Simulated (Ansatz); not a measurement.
# CH5AlClF: the cost of one run

Method: RKS PBE/6-31G*, in Ansatz 0.2.0.

**1. The starting structure**

Bond lengths: Al1–F2 2.110 Å, Al1–C3 1.968 Å, Al1–Cl4 2.016 Å, C3–H7 1.093 Å, C3–H8 1.093 Å, C3–H9 1.093 Å. Angles: F2–Al1–C3 108.9°, F2–Al1–Cl4 108.2°, C3–Al1–Cl4 135.7°, Al1–C3–H7 111.7°, Al1–C3–H8 114.4°, Al1–C3–H9 109.0°, H7–C3–H8 107.1°, H7–C3–H9 106.5°, H8–C3–H9 107.8°.

Coordinates:

```xyz
9

Al   -0.1658    0.4151    0.5685
F     1.4009   -0.7086    1.4247
C    -0.0550    0.2720   -1.3916
Cl   -0.7099    1.8430    1.8838
H     0.2784   -1.1556    1.4829
H    -0.6849   -1.3289    1.4058
H     0.9456    0.5145   -1.7595
H    -0.7591    0.9110   -1.9308
H    -0.2504   -0.7625   -1.6839
```

**2. A restrained relaxation towards end A**

Springs on the bonds that form and break draw the guess towards this end; the thresholds are loose.

File input.yaml:

```yaml
crystal:
  periodic: [false, false, false]
  atoms:
    - { symbol: Al, position_ang: [-0.1658, 0.4151, 0.5685] }
    - { symbol: F, position_ang: [1.4009, -0.7086, 1.4247] }
    - { symbol: C, position_ang: [-0.055, 0.272, -1.3916] }
    - { symbol: Cl, position_ang: [-0.7099, 1.843, 1.8838] }
    - { symbol: H, position_ang: [0.2784, -1.1556, 1.4829] }
    - { symbol: H, position_ang: [-0.6849, -1.3289, 1.4058] }
    - { symbol: H, position_ang: [0.9456, 0.5145, -1.7595] }
    - { symbol: H, position_ang: [-0.7591, 0.911, -1.9308] }
    - { symbol: H, position_ang: [-0.2504, -0.7625, -1.6839] }
basis:
  gaussian: { orbitals: "6-31G*" }
hamiltonian:
  xc: pbe
relax:
  f_tol: 0.15
  max_steps: 25
  restrain:
    - { distance: [0, 5], at: 2.82, k: 30.0 }
    - { distance: [4, 1], at: 2.18, k: 30.0 }
    - { distance: [0, 1], at: 1.78, k: 30.0 }
    - { distance: [4, 5], at: 0.62, k: 30.0 }
```

Started as:

```console
ansatz run input.yaml --threads 2 --pin off --max-ram 3072MiB --backend cpu --events-out ev --progress --plain --runs-dir out
```

What time and memory should one allow on 2 threads of Arm Neoverse V2, shared host?

About 13 s, with a peak of 0.15 GiB.
